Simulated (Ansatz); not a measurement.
# NbP: the cost of one run

Computed with Ansatz 0.2.0 (reference: DFT, PBE, plane waves, PAW, unless a step's input says otherwise).

1 further run of the same task is left out (it didn't finish).

## Step 1: The system as given

It takes space group I4_1md (No. 109, tetragonal). The conventional cell has a = 3.338 Å, b = 3.338 Å, c = 11.464 Å, α = 90.00°, β = 90.00°, γ = 90.00°. Nb (site symmetry 2mm) is surrounded by 6 P at 2.54 to 2.55 Å. Around P (site symmetry 2mm) lie 6 Nb at 2.54 to 2.55 Å.

Coordinates:

```cif
data_structure
_symmetry_space_group_name_H-M 'P 1'
_symmetry_Int_Tables_number 1
_cell_length_a 6.1991
_cell_length_b 6.1991
_cell_length_c 6.1991
_cell_angle_alpha 148.759
_cell_angle_beta 148.759
_cell_angle_gamma 44.766
_cell_volume 63.88
loop_
_atom_site_label
_atom_site_type_symbol
_atom_site_fract_x
_atom_site_fract_y
_atom_site_fract_z
_atom_site_occupancy
Nb1 Nb 0.74982 0.74982 0.00000 1
Nb2 Nb 0.49982 0.99982 0.50000 1
P1 P 0.33281 0.33281 0.00000 1
P2 P 0.08281 0.58281 0.50000 1
```

## Step 2: The reference run

Input file input.yaml:

```yaml
crystal:
  lattice:
    - [-1.6691837428, 1.6691837428, 5.732023094]
    - [1.6691837428, -1.6691837428, 5.732023094]
    - [1.6691837428, 1.6691837428, -5.732023094]
  atoms:
    - { symbol: Nb, position: [0.7498223616, 0.7498223616, 0.0] }
    - { symbol: Nb, position: [0.4998223616, 0.9998223616, 0.5] }
    - { symbol: P, position: [0.3328062134, 0.3328062134, 0.0] }
    - { symbol: P, position: [0.0828062134, 0.5828062134, 0.5] }
kpoints:
  mp_grid: { grid: [8, 8, 8] }
hamiltonian:
  xc: pbe
scf:
  occupations: { method: fermi_dirac, width: 0.02 }
  n_extra_bands: 5
output:
  forces: true
  stress: true
  eigenvalues: true
```

Launch:

```
$ ansatz run input.yaml --threads 4 --pin off --max-ram 4608MiB --backend cpu --events-out ev --progress --plain --runs-dir out
```

What time and memory should one allow on 4 threads of Arm Neoverse N1, shared host?

About 3.6 s, with a peak of 0.46 GiB.
